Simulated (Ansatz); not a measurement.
# Ge: the cost of one run

Program: Ansatz 0.2.0. Level of theory: DFT PBEsol, scalar-relativistic, plane waves, PAW. These are calculated values, not measurements.

**1. The starting structure**

It takes space group P6_3mc (No. 186, hexagonal). The conventional cell has a = 4.050 Å, b = 4.050 Å, c = 10.993 Å, α = 90.00°, β = 90.00°, γ = 120.00°. Ge (site symmetry 3m) has 3 Ge at 2.44 Å as nearest neighbours.

As a file:

```
CELL_PARAMETERS angstrom
4.05040 0.00000 0.00000
-2.02520 3.50775 0.00000
0.00000 0.00000 10.99336
ATOMIC_POSITIONS crystal
Ge 0.00000 0.00000 0.97745
Ge 0.00000 0.00000 0.47745
Ge 0.33333 0.66667 0.91485
Ge 0.66667 0.33333 0.41485
```

The structure comes from the Materials Project (structure only).

(A quick probe on a coarse mesh, which set the mesh and smearing, is not shown.)

**3. Full relaxation**

File input.yaml:

```yaml
crystal:
  lattice:
    - [4.0504045371, 0.0, 0.0]
    - [-2.0252022686, 3.5077532247, 0.0]
    - [0.0, 0.0, 10.993359]
  atoms:
    - { symbol: Ge, position: [0.0, 0.0, 0.977452] }
    - { symbol: Ge, position: [0.0, 0.0, 0.477452] }
    - { symbol: Ge, position: [0.33333333, 0.66666667, 0.914848] }
    - { symbol: Ge, position: [0.66666667, 0.33333333, 0.414848] }
basis:
  ecutwfc: 420
kpoints:
  mp_grid: { grid: [12, 12, 4] }
hamiltonian:
  xc: pbesol
scf:
  occupations: { method: gaussian, width: 0.1 }
output:
  forces: true
  stress: true
  eigenvalues: true
  write_density: true
  write_potential: true
  elf: true
  volumetric_format: npy
relax:
  adjacent_minimum: "off"
  f_tol: 0.005
  max_steps: 80
  cell: { stress_tol: 0.05 }
```

Run with:

```console
ansatz run input.yaml --threads 2 --pin off --max-ram 5120MiB --backend cpu --events-out ev --progress --plain --runs-dir out
```

**Question.** How long does this run take on 2 threads of Intel Xeon Platinum 8488C (Sapphire Rapids), shared host, and how much memory does it need?

About 3.7 min, with a peak of 0.6 GiB.
